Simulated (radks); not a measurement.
# Al²⁺ with its nuclear charge varied continuously

Aim: the energy of 11 electrons in [Ne] 3s1 as the nuclear charge moves through non-integer values, and a test of dE/dZ = E(electron-nucleus)/Z.

Method: non-relativistic Kohn-Sham, PBEsol, spin-unpolarised, spherical densities, point nucleus. Code: radks (a radial shooting solver on a logarithmic mesh, Libxc functionals) version 1.

### 1 The atom as given

| Item | Value |
| --- | --- |
| element | aluminium (Z = 13) |
| charge | +2 |
| electrons | 11 |
| configuration | [Ne] 3s1 |

Outer shells as boxes (Hund's rule):

Al²⁺
```
[Ne] core
3s [↑ ]
```

In the logs a row gives level, spin channel, occupation and eigenvalue; Etot, Ekin, Encl (electron-nucleus), Eh (Hartree) and Exc are energies, all in hartree; err is the last residual, it the number of iterations.

### 2 Z = 13

Settings of this run:

```text
Z 13
configuration [Ne] 3s1
relativity non-relativistic
functional pbe_sol,pbe_sol
spin unpolarised
nucleus point
```

What it wrote:

```text
1s      1   2.0000         -56.06066333
2s      1   2.0000          -4.70298490
2p      1   6.0000          -3.31350848
3s      1   1.0000          -0.86757104
Etot -240.82418882101652
Ekin 240.4118822023626
Encl -567.6417452621693
Eh 103.84041236398352
Exc -17.43473812519335
err 4.643855619367611e-10
it 15
```

Highest occupied level: 3s at -23.608 eV.

Sizes of the orbitals, from the radial functions (bohr):

```csv
level,occupation,energy (eV),<r>,outermost maximum (interpolated),90 % within,nodes
1s,2,-1525.5,0.1207,0.0788,0.216,0
2s,2,-127.97,0.6275,0.498,0.992,1
2p,6,-90.165,0.6015,0.428,1.02,0
3s,1,-23.608,2.213,1.92,3.30,2
```

The radial density on a logarithmic grid:

```csv
r (bohr),4πr²ρ (e/bohr)
0.00385,0.2361
0.00552,0.4644
0.00791,0.8965
0.0113,1.685
0.0163,3.047
0.0233,5.215
0.0331,8.180
0.0475,11.62
0.0681,14.17
0.0976,14.08
0.140,11.19
0.200,8.623
0.287,9.816
0.412,12.47
0.590,10.98
0.846,5.612
1.20,1.732
1.72,0.6935
2.47,0.4331
3.54,0.1129
5.08,0.007541
```

### 3 Z = 12

Input: that of step 2 with these lines changed.

```diff
@@ -1,2 +1,2 @@
-Z 13
+Z 12
 configuration [Ne] 3s1
```

What it wrote:

```text
1s      1   2.0000         -46.42835582
2s      1   2.0000          -3.24681939
2p      1   6.0000          -2.04441863
3s      1   1.0000          -0.41500908
Etot -199.2267155914057
Ekin 198.83016545883822
Encl -474.3362092424363
Eh 91.94194085677512
Exc -15.662612664582726
err 1.0242385464252357e-09
it 14
```

E − E(step 2, Z = 13) = +1131.9 eV. Highest occupied level: 3s at -11.293 eV.

### 4 Z = 12.1

Input: that of step 3 with these lines changed.

```diff
@@ -1,2 +1,2 @@
-Z 12
+Z 12.1
 configuration [Ne] 3s1
```

What it wrote:

```text
1s      1   2.0000         -47.34564120
2s      1   2.0000          -3.38021890
2p      1   6.0000          -2.15920377
3s      1   1.0000          -0.45446289
Etot -203.20023547863144
Ekin 202.80195595937417
Encl -483.30241836250343
Eh 93.14059565256437
Exc -15.840368728066522
err 9.178718927060831e-10
it 14
```

Energy against step 2 (Z = 13): +1023.8 eV. Highest occupied level: 3s at -12.367 eV.

### 5 Z = 12.2

Input: that of step 4 with these lines changed.

```diff
@@ -1,2 +1,2 @@
-Z 12.1
+Z 12.2
 configuration [Ne] 3s1
```

What it wrote:

```text
1s      1   2.0000         -48.27317693
2s      1   2.0000          -3.51637700
2p      1   6.0000          -2.27672397
3s      1   1.0000          -0.49524261
Etot -207.21517927509944
Ekin 206.8152086130749
Encl -492.34928163486256
Eh 94.33687733028673
Exc -16.017983583598507
err 7.6513909665304e-10
it 14
```

E − E(step 2, Z = 13) = +914.548 eV. 3s is the highest filled level (-13.476 eV).

### 6 Z = 12.3

Input: that of step 5 with these lines changed.

```diff
@@ -1,2 +1,2 @@
-Z 12.2
+Z 12.3
 configuration [Ne] 3s1
```

What it wrote:

```text
1s      1   2.0000         -49.21094481
2s      1   2.0000          -3.65527395
2p      1   6.0000          -2.39696068
3s      1   1.0000          -0.53733185
Etot -211.27152967277692
Ekin 210.8699043616119
Encl -501.47694280460456
Eh 95.53097501718466
Exc -16.19546624696889
err 6.320741448833213e-10
it 14
```

E − E(step 2, Z = 13) = +804.169 eV. Highest occupied level: 3s at -14.622 eV.

### 7 Z = 12.4

Input: that of step 6 with these lines changed.

```diff
@@ -1,2 +1,2 @@
-Z 12.3
+Z 12.4
 configuration [Ne] 3s1
```

What it wrote:

```text
1s      1   2.0000         -50.15892875
2s      1   2.0000          -3.79689229
2p      1   6.0000          -2.51989753
3s      1   1.0000          -0.58071605
Etot -215.36927087067124
Ekin 214.96602579679632
Encl -510.68552705145595
Eh 96.72305521043273
Exc -16.372824826444344
err 4.3380914400268316e-10
it 15
```

E − E(step 2, Z = 13) = +692.664 eV. 3s is the highest filled level (-15.802 eV).

### 8 Z = 12.5

Input: that of step 7 with these lines changed.

```diff
@@ -1,2 +1,2 @@
-Z 12.4
+Z 12.5
 configuration [Ne] 3s1
```

What it wrote:

```text
1s      1   2.0000         -51.11711442
2s      1   2.0000          -3.94121649
2p      1   6.0000          -2.64552002
3s      1   1.0000          -0.62538219
Etot -219.50838838998806
Ekin 219.10355696394768
Encl -519.9751440424458
Eh 97.91326533901997
Exc -16.550066650509905
err 2.969224044331926e-10
it 15
```

E − E(step 2, Z = 13) = +580.032 eV. Highest occupied level: 3s at -17.018 eV.

### 9 Z = 12.6

Input: that of step 8 with these lines changed.

```diff
@@ -1,2 +1,2 @@
-Z 12.5
+Z 12.6
 configuration [Ne] 3s1
```

What it wrote:

```text
1s      1   2.0000         -52.08548904
2s      1   2.0000          -4.08823266
2p      1   6.0000          -2.77381523
3s      1   1.0000          -0.67131860
Etot -223.68886891842357
Ekin 223.28248318275348
Encl -529.3458903713156
Eh 99.1017366420709
Exc -16.727198371932374
err 2.4750121385734817e-10
it 15
```

Energy against step 2 (Z = 13): +466.276 eV. Highest occupied level: 3s at -18.268 eV.

### 10 Z = 12.7

Input: that of step 9 with these lines changed.

```diff
@@ -1,2 +1,2 @@
-Z 12.6
+Z 12.7
 configuration [Ne] 3s1
```

What it wrote:

```text
1s      1   2.0000         -53.06404114
2s      1   2.0000          -4.23792833
2p      1   6.0000          -2.90477159
3s      1   1.0000          -0.71851476
Etot -227.91070017808045
Ekin 227.5027909082593
Encl -538.7978515511054
Eh 100.28858651954789
Exc -16.904226054782228
err 2.8066987621266253e-10
it 15
```

E − E(step 2, Z = 13) = +351.394 eV. The top filled level is 3s, -19.552 eV.

### 11 Z = 12.8

Input: that of step 10 with these lines changed.

```diff
@@ -1,2 +1,2 @@
-Z 12.7
+Z 12.8
 configuration [Ne] 3s1
```

What it wrote:

```text
1s      1   2.0000         -54.05276034
2s      1   2.0000          -4.39029224
2p      1   6.0000          -3.03837870
3s      1   1.0000          -0.76696118
Etot -232.17387081266003
Ekin 231.76446760552705
Encl -548.3311036370509
Eh 101.47392046569323
Exc -17.081155246829418
err 3.4482898406716207e-10
it 15
```

Energy against step 2 (Z = 13): +235.387 eV. The top filled level is 3s, -20.870 eV.

### 12 Z = 12.9

Input: that of step 11 with these lines changed.

```diff
@@ -1,2 +1,2 @@
-Z 12.8
+Z 12.9
 configuration [Ne] 3s1
```

What it wrote:

```text
1s      1   2.0000         -55.05163726
2s      1   2.0000          -4.54531419
2p      1   6.0000          -3.17462717
3s      1   1.0000          -0.81664922
Etot -236.4783702905414
Ekin 236.06750164333334
Encl -557.9457145650217
Eh 102.65783367174791
Exc -17.257991040600935
err 4.08668695268879e-10
it 15
```

E − E(step 2, Z = 13) = +118.256 eV. The top filled level is 3s, -22.222 eV.

### 13 Z = 13.1

Input: that of step 12 with these lines changed.

```diff
@@ -1,2 +1,2 @@
-Z 12.9
+Z 13.1
 configuration [Ne] 3s1
```

What it wrote:

```text
1s      1   2.0000         -57.07983074
2s      1   2.0000          -4.86329591
2p      1   6.0000          -3.45501488
3s      1   1.0000          -0.91971945
Etot -245.21131728152756
Ekin 244.79759919529454
Encl -577.4192505731567
Eh 105.02173492695357
Exc -17.61140083061901
err 2.610191338534508e-09
it 14
```

Energy against step 2 (Z = 13): -119.380 eV. 3s is the highest filled level (-25.027 eV).

### 14 Z = 13.2

Input: that of step 13 with these lines changed.

```diff
@@ -1,2 +1,2 @@
-Z 13.1
+Z 13.2
 configuration [Ne] 3s1
```

What it wrote:

```text
1s      1   2.0000         -58.10913236
2s      1   2.0000          -5.02623948
2p      1   6.0000          -3.59913931
3s      1   1.0000          -0.97308791
Etot -249.63974715414815
Ekin 249.22464319764356
Encl -587.2782800447262
Eh 106.20187285837758
Exc -17.78798316544307
err 2.536422778712142e-09
it 14
```

E − E(step 2, Z = 13) = -239.884 eV. 3s is the highest filled level (-26.479 eV).

### 15 Z = 13.3

Input: that of step 14 with these lines changed.

```diff
@@ -1,2 +1,2 @@
-Z 13.2
+Z 13.3
 configuration [Ne] 3s1
```

What it wrote:

```text
1s      1   2.0000         -59.14856158
2s      1   2.0000          -5.19180848
2p      1   6.0000          -3.74587528
3s      1   1.0000          -1.02767039
Etot -254.10947046985714
Ekin 253.69300538683228
Encl -597.2188785778948
Eh 107.3808915715107
Exc -17.964488850305344
err 2.481999196689816e-09
it 14
```

Energy against step 2 (Z = 13): -361.511 eV. The top filled level is 3s, -27.964 eV.

### 16 Z = 13.4

Input: that of step 15 with these lines changed.

```diff
@@ -1,2 +1,2 @@
-Z 13.3
+Z 13.4
 configuration [Ne] 3s1
```

What it wrote:

```text
1s      1   2.0000         -60.19811235
2s      1   2.0000          -5.35999639
2p      1   6.0000          -3.89521686
3s      1   1.0000          -1.08346133
Etot -258.62047975947365
Ekin 258.2026774879296
Encl -607.2410869913972
Eh 108.55885108999432
Exc -18.140921346000393
err 2.434009809223053e-09
it 14
```

Energy against step 2 (Z = 13): -484.262 eV. 3s is the highest filled level (-29.482 eV).

### 17 Z = 13.5

Input: that of step 16 with these lines changed.

```diff
@@ -1,2 +1,2 @@
-Z 13.4
+Z 13.5
 configuration [Ne] 3s1
```

What it wrote:

```text
1s      1   2.0000         -61.25777904
2s      1   2.0000          -5.53079714
2p      1   6.0000          -4.04715856
3s      1   1.0000          -1.14045563
Etot -263.1727680102475
Ekin 262.75365172637026
Encl -617.3449424988787
Eh 109.73580664078574
Exc -18.31728387852481
err 2.3859610476268993e-09
it 14
```

E − E(step 2, Z = 13) = -608.136 eV. Highest occupied level: 3s at -31.033 eV.

### 18 Z = 13.6

Input: that of step 17 with these lines changed.

```diff
@@ -1,2 +1,2 @@
-Z 13.5
+Z 13.6
 configuration [Ne] 3s1
```

What it wrote:

```text
1s      1   2.0000         -62.32755647
2s      1   2.0000          -5.70420516
2p      1   6.0000          -4.20169535
3s      1   1.0000          -1.19864855
Etot -267.76632862733413
Ekin 267.3459207858668
Encl -627.5304791193169
Eh 110.91180916706463
Exc -18.493579460948684
err 2.335177801988021e-09
it 14
```

E − E(step 2, Z = 13) = -733.133 eV. 3s is the highest filled level (-32.617 eV).

### 19 Z = 13.7

Input: that of step 18 with these lines changed.

```diff
@@ -1,2 +1,2 @@
-Z 13.6
+Z 13.7
 configuration [Ne] 3s1
```

What it wrote:

```text
1s      1   2.0000         -63.40743979
2s      1   2.0000          -5.88021525
2p      1   6.0000          -4.35882254
3s      1   1.0000          -1.25803571
Etot -272.4011553994636
Ekin 271.9794777708148
Encl -637.7977280304268
Eh 112.08690577280865
Exc -18.669810912660274
err 2.2806949142689617e-09
it 14
```

E − E(step 2, Z = 13) = -859.253 eV. 3s is the highest filled level (-34.233 eV).

### 20 Z = 13.8

Input: that of step 19 with these lines changed.

```diff
@@ -1,2 +1,2 @@
-Z 13.7
+Z 13.8
 configuration [Ne] 3s1
```

What it wrote:

```text
1s      1   2.0000         -64.49742449
2s      1   2.0000          -6.05882260
2p      1   6.0000          -4.51853580
3s      1   1.0000          -1.31861305
Etot -277.07724246826064
Ekin 276.65431617274965
Encl -648.1467178747982
Eh 113.26114011018169
Exc -18.84598087639374
err 2.2224291416538612e-09
it 14
```

E − E(step 2, Z = 13) = -986.496 eV. 3s is the highest filled level (-35.881 eV).

### 21 Z = 13.9

Input: that of step 20 with these lines changed.

```diff
@@ -1,2 +1,2 @@
-Z 13.8
+Z 13.9
 configuration [Ne] 3s1
```

What it wrote:

```text
1s      1   2.0000         -65.59750637
2s      1   2.0000          -6.24002272
2p      1   6.0000          -4.68083111
3s      1   1.0000          -1.38037677
Etot -281.79458430072384
Ekin 281.37042983941944
Encl -658.5774750244475
Eh 114.43455271759981
Exc -19.022091833295576
err 2.663482479705859e-09
it 14
```

Energy against step 2 (Z = 13): -1114.9 eV. 3s is the highest filled level (-37.562 eV).

### 22 Z = 14

Input: that of step 21 with these lines changed.

```diff
@@ -1,2 +1,2 @@
-Z 13.9
+Z 14
 configuration [Ne] 3s1
```

What it wrote:

```text
1s      1   2.0000         -66.70768151
2s      1   2.0000          -6.42381143
2p      1   6.0000          -4.84570471
3s      1   1.0000          -1.44332336
Etot -286.5531756644828
Ekin 286.1278129511396
Encl -669.0900238187007
Eh 115.60718131963003
Exc -19.19814611655175
err 2.5827232259355708e-09
it 14
```

Energy against step 2 (Z = 13): -1244.3 eV. Highest occupied level: 3s at -39.275 eV.

### 23 What came out

```csv
Z,E (hartree),E(electron-nucleus)/Z (hartree),highest level,its energy (eV),<r> (bohr)
12,-199.22672,-39.5280,3s,-11.293,2.808
12.1,-203.20024,-39.9423,3s,-12.367,2.730
12.2,-207.21518,-40.3565,3s,-13.476,2.658
12.3,-211.27153,-40.7705,3s,-14.622,2.590
12.4,-215.36927,-41.1843,3s,-15.802,2.526
12.5,-219.50839,-41.5980,3s,-17.018,2.467
12.6,-223.68887,-42.0116,3s,-18.268,2.410
12.7,-227.91070,-42.4250,3s,-19.552,2.357
12.8,-232.17387,-42.8384,3s,-20.870,2.307
12.9,-236.47837,-43.2516,3s,-22.222,2.259
13,-240.82419,-43.6647,3s,-23.608,2.213
13.1,-245.21132,-44.0778,3s,-25.027,2.170
13.2,-249.63975,-44.4908,3s,-26.479,2.128
13.3,-254.10947,-44.9037,3s,-27.964,2.089
13.4,-258.62048,-45.3165,3s,-29.482,2.051
13.5,-263.17277,-45.7293,3s,-31.033,2.014
13.6,-267.76633,-46.1419,3s,-32.617,1.979
13.7,-272.40116,-46.5546,3s,-34.233,1.946
13.8,-277.07724,-46.9672,3s,-35.881,1.914
13.9,-281.79458,-47.3797,3s,-37.562,1.883
14,-286.55318,-47.7921,3s,-39.275,1.853
```

At Z = 13 the central difference of E is -43.665 hartree, against -43.665 from the Hellmann-Feynman theorem. The top level goes from -11.293 eV at Z = 12 to -39.275 eV at Z = 14.
